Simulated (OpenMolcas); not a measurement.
# C2H4O2Si (SMILES C=C1O[SiH2]O1), step by step

Aim: the energy (HF/ANO-R0), then a single-point energy (CASSCF(2,2)/ANO-R1), then the energy along one coordinate (CASPT2(2,2)/ANO-R1), then an energy scan (SC-NEVPT2(2,2)/ANO-R1), then an energy scan (MC-PDFT[tPBE](2,2)/ANO-R1) of C2H4O2Si. 

The results are computed with OpenMolcas 26.06.

### Step 1. The system as given

C2H4O2Si has 9 atoms, charge 0, and is taken as a singlet. SMILES: `C=C1O[SiH2]O1`. The shape is that of a PBE0-D4/def2-TZVP optimisation.

Bond lengths: C1–C2 1.319 Å, C2–O3 1.381 Å, O3–Si4 1.676 Å, C2–O5 1.381 Å, Si4–O5 1.676 Å, C1–H6 1.079 Å, C1–H7 1.079 Å, Si4–H8 1.478 Å, Si4–H9 1.478 Å. Some angles: C1–C2–O3 128.1°, C1–C2–O5 128.1°, O3–C2–O5 103.9°, C2–O3–Si4 87.6°, O3–Si4–O5 80.9°, C2–O5–Si4 87.6°, C2–C1–H6 119.7°, C2–C1–H7 119.7°, O3–Si4–H8 115.3°, O3–Si4–H9 115.3°.

### Step 2. The energy at HF/ANO-R0 (sfX2C) (run 1)

coord.xyz reads:

```xyz
9

C      0.527300     1.358500    -1.129600
C      0.157300     0.383100    -0.322900
O     -0.585200     0.473600     0.838200
Si    -0.440000    -1.190500     0.978300
O      0.421700    -0.967300    -0.442100
H      0.243100     2.374800    -0.904500
H      1.111300     1.132600    -2.008400
H     -1.701100    -1.949600     0.840800
H      0.354100    -1.661500     2.132900
```

step1.inp reads:

```
* C2H4O2Si Hartree-Fock

&gateway
 coord=coord.xyz
 basis=ANO-R0
 group=NoSym

&seward

&scf
 prorbitals=0

&localisation
 occupied
 freeze
 pipek-mezey

&localisation
 fileorb=$Project.LocOrb
 virtual
 pipek-mezey
```

Started as:

```sh
$ export MOLCAS_MEM=1860
$ pymolcas step1.inp > step1.log
```

The log of the run:

```text
--- Start Module: gateway ---
[...]
--- Stop Module: gateway /rc=_RC_ALL_IS_WELL_ ---
[...]
      Basis functions           33
[...]
       Convergence after  12 Iterations
[...]
::    Total SCF energy                               -516.6711931342
[...]
      Total spin, S                                     0.0000000000
[...]
      Total electronic charge=   46.000000
      Total            charge=   -0.000000
[...]
      Dipole Moment (debye):
      Origin of the operator (angstrom)=   -0.0762   -0.2319    0.1856
                   X= -2.9648E-01               Y= -7.8126E-01               Z=  6.4610E-01           Total=  1.0563E+00
      Quadrupole Moment (debye*angstrom):
[...]
--- Start Module: localisation ---
[...]
--- Stop Module: localisation /rc=_RC_ALL_IS_WELL_ ---
--- Start Module: localisation ---
[...]
--- Stop Module: localisation /rc=_RC_ALL_IS_WELL_ ---
[...]
```

Wall time 3.6 s (1 thread of Arm Neoverse V1, shared host); peak memory 0.38 GiB.

### Step 3. The energy at CASSCF(2,2)/ANO-R1 (sfX2C, RICD fitting) (run 2)

coord.xyz is that of step 2.

step2.input reads:

```
* C2H4O2Si CASSCF

&GATEWAY
  Coord = coord.xyz
  Basis = ANO-R0
  Group = NoSym

&SEWARD

&RASSCF
  FileOrb = $CurrDir/step1.LocOrb
  Alter = 2
  1 13 23
  1 24 27
  Spin = 1
  Nactel = 2 0 0
  Inactive = 22
  Ras2 = 2
  OrbListing = Nothing
>>> COPY $Project.RunFile RUNFIL1
>>> COPY $Project.RasOrb INPORB

&GATEWAY
  Coord = coord.xyz
  Basis = ANO-R1
  Group = NoSym
  RICD

&SEWARD
>>> COPY $Project.RunFile RUNFIL2

&EXPBAS

&RASSCF
  FileOrb = $Project.ExpOrb
  Spin = 1
  Nactel = 2 0 0
  Inactive = 22
  Ras2 = 2
  OrbListing = Nothing
  OrbAppear = Compact
```

Started as:

```sh
$ export MOLCAS_MEM=1860
$ pymolcas step2.input > step2.log
```

The log of the run:

```text
--- Start Module: gateway ---
[...]
      Basis functions           33
[...]
      Number of active orbitals                  2
[...]
      Spin quantum number                      0.0
[...]
      Active orbitals                            2
[...]
      Number of CSFs                             3
[...]
      Number of root(s) required                 1
[...]
      Convergence after 11 iterations
[...]
      printout of CI-coefficients larger than  0.05 for root  1
      energy=    -516.677542
      conf/sym  11     Coeff  Weight
             1  20   0.99640 0.99282
             3  02  -0.08473 0.00718
      Natural orbitals and occupation numbers for root  1
      sym 1:   1.985640   0.014360
      ************************************************************************************************************************
      *                                                    Final results                                                     *
[...]
::    RASSCF root number  1 Total energy:   -516.67754211
[...]
      Basis functions           94
[...]
      Convergence after 13 iterations
[...]
      Natural orbitals and occupation numbers for root  1
      sym 1:   1.982007   0.017993
      ************************************************************************************************************************
      *                                                    Final results                                                     *
[...]
::    RASSCF root number  1 Total energy:   -517.57576659
[...]
      Total electronic charge=   46.000000
      Total            charge=   -0.000000
[...]
      Dipole Moment (debye):
      Origin of the operator (angstrom)=   -0.0762   -0.2319    0.1856
                   X= -6.7009E-01               Y= -1.6630E+00               Z=  1.3446E+00           Total=  2.2411E+00
      Quadrupole Moment (debye*angstrom):
[...]
```

It took 12 s on 1 thread of Arm Neoverse V1, shared host; peak memory 0.38 GiB.

### Step 4. An energy scan at CASPT2(2,2)/ANO-R1 (sfX2C, RICD fitting, ipea shift 0.25 Eh, pt2 variant SS) (run 3)

step3.inp reads:

```
* C2H4O2Si CASPT2
>>> COPY $CurrDir/step2.RasOrb $Project.RasOrb
>>> ForEach K in (1, 2, 3, 4, 5, 6, 7, 8, 9)

&gateway
 coord
 $CurrDir/point$K.xyz
 basis
 ANO-R1
 group
 NoSym
 ricd

&seward

&rasscf
 fileorb
 $Project.RasOrb
 spin
 1
 nactel
 2 0 0
 inactive
 22
 ras2
 2
 orblisting
 Nothing
 orbappear
 Compact

&caspt2
 imaginary
 0.2
 frozen
 9
>>> EndDo
```

Started as:

```sh
$ export MOLCAS_MEM=1860
$ pymolcas step3.inp > step3.log
```

The log of the run:

```text
[...]
      Basis functions           94
[...]
      Number of active orbitals                  2
[...]
      Spin quantum number                      0.0
[...]
      Active orbitals                            2
[...]
      Number of CSFs                             3
[...]
      Number of root(s) required                 1
[...]
      Convergence after 12 iterations
[...]
      printout of CI-coefficients larger than  0.05 for root  1
      energy=    -517.565896
      conf/sym  11     Coeff  Weight
             1  20   0.99690 0.99381
             3  02  -0.07869 0.00619
      Natural orbitals and occupation numbers for root  1
      sym 1:   1.987615   0.012385
      ************************************************************************************************************************
      *                                                    Final results                                                     *
[...]
::    RASSCF root number  1 Total energy:   -517.56589607
[...]
::    CASPT2 Root  1     Total energy:   -518.28767628
[...]
      Convergence after 10 iterations
[...]
      Natural orbitals and occupation numbers for root  1
      sym 1:   1.982022   0.017978
      ************************************************************************************************************************
      *                                                    Final results                                                     *
[...]
      Convergence after  9 iterations
[...]
      Convergence after 10 iterations
[...]
      Convergence after 10 iterations
[...]
::    RASSCF root number  1 Total energy:   -517.43666004
[...]
::    CASPT2 Root  1     Total energy:   -518.15128708
[...]
      Convergence after  9 iterations
[...]
::    RASSCF root number  1 Total energy:   -517.43257948
[...]
      Reference weight:           0.81599
[...]
::    CASPT2 Root  1     Total energy:   -518.14635476
[...]
```

Run time: 78 s. Hardware: 1 thread of Arm Neoverse V1, shared host; peak memory 0.083 GiB.

The scan, from its lowest point:

```tsv
H8–Si4 (Å)	energy (kJ/mol)
1.331	23.9
1.478	0.0
1.626	16.3
1.848	74.8
2.144	167.8
2.513	266.2
2.957	340.8
3.548	382.0
4.435	395.0
```

### Step 5. The energy along one coordinate at SC-NEVPT2(2,2)/ANO-R1 (sfX2C, RICD fitting, pt2 variant SC-NEVPT2) (run 4)

step4.inp reads:

```
>>> COPY $CurrDir/step2.RasOrb $Project.RasOrb
>>> ForEach K in (1, 2, 3, 4, 5, 6, 7, 8, 9)

&GATEWAY
  Coord
  $CurrDir/point$K.xyz
  Basis
  ANO-R1
  Group
  NoSym
  RICD

&SEWARD

&RASSCF
  FileOrb
  $Project.RasOrb
  Spin
  1
  Nactel
  2 0 0
  Inactive
  22
  Ras2
  2
  OrbListing
  Nothing
  OrbAppear
  Compact

&CASPT2
  SC-NEVPT2
  Frozen
  9
>>> EndDo
```

Started as:

```sh
$ export MOLCAS_MEM=1860
$ pymolcas step4.inp > step4.log
```

The log of the run:

```text
--- Start Module: gateway ---
[...]
      Basis functions           94
[...]
      Number of active orbitals                  2
[...]
      Spin quantum number                      0.0
[...]
      Active orbitals                            2
[...]
      Number of CSFs                             3
[...]
      Number of root(s) required                 1
[...]
      Convergence after 12 iterations
[...]
      printout of CI-coefficients larger than  0.05 for root  1
      energy=    -517.565896
      conf/sym  11     Coeff  Weight
             1  20   0.99690 0.99381
             3  02  -0.07869 0.00619
      Natural orbitals and occupation numbers for root  1
      sym 1:   1.987615   0.012385
      ************************************************************************************************************************
      *                                                    Final results                                                     *
[...]
::    RASSCF root number  1 Total energy:   -517.56589607
[...]
::    SC-NEVPT2 Root  1     Total energy:   -518.28107946
[...]
      Convergence after 10 iterations
[...]
      Natural orbitals and occupation numbers for root  1
      sym 1:   1.982022   0.017978
      ************************************************************************************************************************
      *                                                    Final results                                                     *
[...]
      Convergence after  9 iterations
[...]
      Convergence after 10 iterations
[...]
      Convergence after 10 iterations
[...]
::    RASSCF root number  1 Total energy:   -517.43666004
[...]
::    SC-NEVPT2 Root  1     Total energy:   -518.14919651
[...]
      Convergence after  9 iterations
[...]
::    RASSCF root number  1 Total energy:   -517.43257948
[...]
::    SC-NEVPT2 Root  1     Total energy:   -518.14458277
[...]
```

Run time: 74 s. Hardware: 1 thread of Arm Neoverse V1, shared host; peak memory 0.083 GiB.

The scan, from its lowest point:

```tsv
H8–Si4 (Å)	energy (kJ/mol)
1.331	25.8
1.478	0.0
1.626	14.8
1.848	71.5
2.144	162.6
2.513	259.5
2.957	332.6
3.548	372.0
4.435	384.1
```

### Step 6. An energy scan at MC-PDFT[tPBE](2,2)/ANO-R1 (sfX2C, RICD fitting) (run 5)

step5.inp reads:

```
>>> COPY $CurrDir/step2.RasOrb $Project.RasOrb
>>> ForEach K in (1, 2, 3, 4, 5, 6, 7, 8, 9)
&GATEWAY
Coord = $CurrDir/point$K.xyz
Basis = ANO-R1
Group = NoSym
RICD
&SEWARD
&RASSCF
FileOrb = $Project.RasOrb
Spin = 1
Nactel = 2 0 0
Inactive = 22
Ras2 = 2
OrbListing = Nothing
OrbAppear = Compact
&MCPDFT
KSDFT = T:PBE
>>> EndDo
```

Started as:

```sh
$ export MOLCAS_MEM=1860
$ pymolcas step5.inp > step5.log
```

The log of the run:

```text
--- Start Module: gateway ---
[...]
      Basis functions           94
[...]
      Number of active orbitals                  2
[...]
      Spin quantum number                      0.0
[...]
      Active orbitals                            2
[...]
      Number of CSFs                             3
[...]
      Number of root(s) required                 1
[...]
      Convergence after 12 iterations
[...]
      printout of CI-coefficients larger than  0.05 for root  1
      energy=    -517.565896
      conf/sym  11     Coeff  Weight
             1  20   0.99690 0.99381
             3  02  -0.07869 0.00619
      Natural orbitals and occupation numbers for root  1
      sym 1:   1.987615   0.012385
      ************************************************************************************************************************
      *                                                    Final results                                                     *
[...]
::    RASSCF root number  1 Total energy:   -517.56589607
[...]
::    MCPDFT root number  1 Total energy:   -518.93927298
[...]
      Convergence after 10 iterations
[...]
      Natural orbitals and occupation numbers for root  1
      sym 1:   1.982022   0.017978
      ************************************************************************************************************************
      *                                                    Final results                                                     *
[...]
      Convergence after  9 iterations
[...]
      Convergence after 10 iterations
[...]
      Convergence after 10 iterations
[...]
::    RASSCF root number  1 Total energy:   -517.43666004
[...]
::    MCPDFT root number  1 Total energy:   -518.80071806
[...]
      Convergence after  9 iterations
[...]
::    RASSCF root number  1 Total energy:   -517.43257948
[...]
::    MCPDFT root number  1 Total energy:   -518.79640119
[...]
```

It took 83 s on 1 thread of Arm Neoverse V1, shared host; peak memory 0.083 GiB.

The scan, from its lowest point:

```tsv
H8–Si4 (Å)	energy (kJ/mol)
1.331	26.7
1.478	0.0
1.626	13.5
1.848	68.7
2.144	160.3
2.513	262.4
2.957	344.8
3.548	390.4
4.435	401.8
```

### Step 7. Summary of results

```
                                                   quantity          value
                             run 1, HF/ANO-R0: total energy  -516.67119 Eh
                            run 1, HF/ANO-R0: dipole moment         1.06 D
                              run 1, HF/ANO-R0: HOMO energy      -10.10 eV
                              run 1, HF/ANO-R0: LUMO energy        2.84 eV
                            run 1, HF/ANO-R0: HOMO–LUMO gap       12.94 eV
                    run 2, CASSCF(2,2)/ANO-R1: total energy  -517.57577 Eh
  run 2, CASSCF(2,2)/ANO-R1: dipole moment (CASSCF density)         2.24 D
       run 3, CASPT2(2,2)/ANO-R1: lowest energy of the scan  -518.29679 Eh
    run 4, SC-NEVPT2(2,2)/ANO-R1: lowest energy of the scan  -518.29089 Eh
run 5, MC-PDFT[tPBE](2,2)/ANO-R1: lowest energy of the scan  -518.94943 Eh
```

**Reading.** Mulliken charges (run 1, HF/ANO-R0) run from -0.71 on C1 to +0.73 on Si4; they depend strongly on the basis. Mulliken charges (run 2, CASSCF(2,2)/ANO-R1) run from -0.48 on O3 to +0.52 on C2.
